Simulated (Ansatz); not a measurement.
# C₂H₈BGaO: basis-set convergence

The task here is to estimate one member of a computed series from the others.

Computed with Ansatz 0.2.0, Gaussian basis. Level: one geometry, several basis sets.

The runs, in order: PBE0-D4/def2-SVP; ωB97M-V/def2-SVP; PBE0-D4/def2-QZVPP; ωB97M-V/def2-QZVPP; the functionals' def2-TZVPP values are taken from earlier runs.

## Structure used throughout

All runs share one geometry, relaxed beforehand with PBE0-D4 in a triple-zeta def2 set.

SMILES `C[B]([GaH2])CO`, 13 atoms, charge 0, spin multiplicity 1.

Atoms are counted from 1 here; the program's logs count them from 0.

Bond lengths: C1–B2 1.553 Å, C1–H6 1.102 Å, C1–H7 1.095 Å, C1–H8 1.092 Å, B2–Ga3 2.096 Å, B2–C4 1.572 Å, Ga3–H9 1.583 Å, Ga3–H10 1.577 Å, C4–O5 1.447 Å, C4–H11 1.101 Å, C4–H12 1.098 Å, O5–H13 0.960 Å. Angles: B2–C1–H6 105.1°, B2–C1–H7 115.5°, B2–C1–H8 114.0°, H6–C1–H7 106.7°, H6–C1–H8 105.2°, H7–C1–H8 109.4°, C1–B2–Ga3 140.3°, C1–B2–C4 122.9°, Ga3–B2–C4 96.7°, B2–Ga3–H9 119.8°, B2–Ga3–H10 124.5°, H9–Ga3–H10 115.6°, B2–C4–O5 105.6°, B2–C4–H11 107.6°, B2–C4–H12 115.9°, O5–C4–H11 110.6°, O5–C4–H12 110.0°, H11–C4–H12 107.1° and more.

The first run:

in.yaml reads:

```yaml
crystal:
  periodic: [false, false, false]
  atoms:
    - {symbol: C, position_ang: [-1.591931, 1.241779, 0.046312]}
    - {symbol: B, position_ang: [-0.310618, 0.366307, 0.114925]}
    - {symbol: Ga, position_ang: [1.516773, 0.257916, 1.136749]}
    - {symbol: C, position_ang: [-0.086428, -0.893105, -0.798123]}
    - {symbol: O, position_ang: [1.295871, -1.273819, -0.604978]}
    - {symbol: H, position_ang: [-1.316759, 2.104374, -0.581069]}
    - {symbol: H, position_ang: [-2.458773, 0.772024, -0.428987]}
    - {symbol: H, position_ang: [-1.890530, 1.668808, 1.005821]}
    - {symbol: H, position_ang: [1.650973, -0.666803, 2.414813]}
    - {symbol: H, position_ang: [2.808618, 1.075399, 0.748026]}
    - {symbol: H, position_ang: [-0.761115, -1.686726, -0.441427]}
    - {symbol: H, position_ang: [-0.290866, -0.752285, -1.867379]}
    - {symbol: H, position_ang: [1.434775, -2.213859, -0.744693]}
basis:
  gaussian: {orbitals: def2-SVP}
hamiltonian: {xc: pbe0, dispersion: d4}
output: {orbitals: {seedname: orbitals}}
```

Run with:

```bash
$ ansatz run in.yaml --threads 2 --pin off --events-out ev --progress --plain --max-ram 22528MiB --backend cpu
```

Among the steps run: PBE0-D4 in def2-SVP; ωB97M-V in def2-SVP; PBE0-D4 in def2-QZVPP; ωB97M-V in def2-QZVPP.

One of the session's tables, all rows but one given; the rest of the session is left out.

It belongs to the step «Density functionals: the series». 

```
functional       basis  HOMO (eV)
   PBE0-D4    def2-SVP      -6.40
   PBE0-D4  def2-TZVPP          ?
   PBE0-D4  def2-QZVPP      -6.48
   ωB97M-V    def2-SVP      -8.51
   ωB97M-V  def2-TZVPP      -8.59
   ωB97M-V  def2-QZVPP      -8.61
```

Estimate the missing values for PBE0-D4, def2-TZVPP.

As computed: HOMO (eV): -6.47. In the column «HOMO (eV)» it lies between PBE0-D4, def2-QZVPP (-6.48) and PBE0-D4, def2-SVP (-6.40).
